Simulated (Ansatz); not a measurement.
# GeCl+ (triplet): from Hartree-Fock to the top rungs, cc-pVDZ

How much of the correlation energy of GeCl+ (triplet) does each wave-function method recover here?

Method: cc-pVDZ, core rule «outside noble gas», up to 19 orbitals frozen; program: Ansatz 0.2.0, Gaussian basis.

To be run: UHF; CCSD(T) on ROHF; CCSD(T) on UHF; BCCD(T) on ROHF; CISD; CCSDT(Q) on ROHF; CCSDT(Q) on UHF; CISDTQ; CCSDTQ on ROHF; CCSDTQ on UHF; CASSCF and MRCISD+Q, 10 electrons in 8 orbitals; CASSCF and NEVPT2, 10 electrons in 8 orbitals.

5 further runs of the same task are left out: 2 for a known fault of the program, 3 set aside as unsound or not needed.

## Step 1: The system

The geometry is a PBE0/def2-TZVP stationary point (not a proven minimum). No spin-orbit coupling is included. The filled d shell of Ge may be among the frozen orbitals whatever the setting's name suggests; the logs give the count.

2 atoms, charge 1, spin multiplicity 3.

Atoms are counted from 1 here; the program's logs count them from 0.

Bond lengths: Ge1–Cl2 2.121 Å.

## Step 2: UHF

in.yaml reads:

```yaml
crystal:
  periodic: [false, false, false]
  atoms:
    - {symbol: Ge, position_ang: [0.000000, 0.000000, 0.000000]}
    - {symbol: Cl, position_ang: [0.000000, 0.000000, 2.120600]}
basis:
  gaussian: {orbitals: cc-pVDZ}
total_charge: 1
magnetization: {spin_polarized: true, initial_magnetization: 2}
hamiltonian: {xc: hf}
output: {orbitals: {seedname: orbitals}}
```

Launch:

```sh
ansatz run in.yaml --threads 1 --pin off --events-out ev --progress --plain --max-ram 4096MiB --backend cpu
```

After this run come: CCSD(T) on ROHF; CCSD(T) on UHF; BCCD(T) on ROHF; CISD; CCSDT(Q) on ROHF; CCSDT(Q) on UHF; CISDTQ; CCSDTQ on ROHF; CCSDTQ on UHF; CASSCF and MRCISD+Q, 10 electrons in 8 orbitals; CASSCF and NEVPT2, 10 electrons in 8 orbitals.

Before running them: what should the planned runs give, taken together? Wanted: UCCSDTQ below the RHF energy; RMP2 from UCCSDTQ; UMP2 from UCCSDTQ; RCCSD from UCCSDTQ; RCCSD(T) from UCCSDTQ; UCCSD(T) from UCCSDTQ; RCCSDT(Q) from UCCSDTQ; UCCSDT(Q) from UCCSDTQ; NEVPT2 valence from UCCSDTQ.

As calculated:

| quantity | value |
| --- | --- |
| UCCSDTQ below the RHF energy | -5.5152 eV |
| RMP2 from UCCSDTQ | +78.3 kJ/mol |
| UMP2 from UCCSDTQ | +79.1 kJ/mol |
| RCCSD from UCCSDTQ | +20.9 kJ/mol |
| RCCSD(T) from UCCSDTQ | +4.7 kJ/mol |
| UCCSD(T) from UCCSDTQ | +3.8 kJ/mol |
| RCCSDT(Q) from UCCSDTQ | +1.2 kJ/mol |
| UCCSDT(Q) from UCCSDTQ | -0.2 kJ/mol |
| NEVPT2 valence from UCCSDTQ | +95.1 kJ/mol |
| MRCISD+Q valence from UCCSDTQ | +5.4 kJ/mol |
| levels within 1 kcal/mol (43 meV) | UCCSD(T), RCCSDT, UCCSDT, RCCSDT(Q), UCCSDT(Q), RCCSDTQ |
| T1 diagnostic | 0.034 |
| effectively unpaired electrons | 2.01 |

In words: RCCSD(T) lands +4.7 kJ/mol from the yardstick (0.9 % of the correlation energy). One determinant dominates. Of the multireference levels listed MRCISD+Q valence comes nearest in total energy (+5.4 kJ/mol), which doesn't show that its space is the better one. These misses are within one basis, not against nature; the frozen cores of restricted and unrestricted runs differ, which can shift their rows.
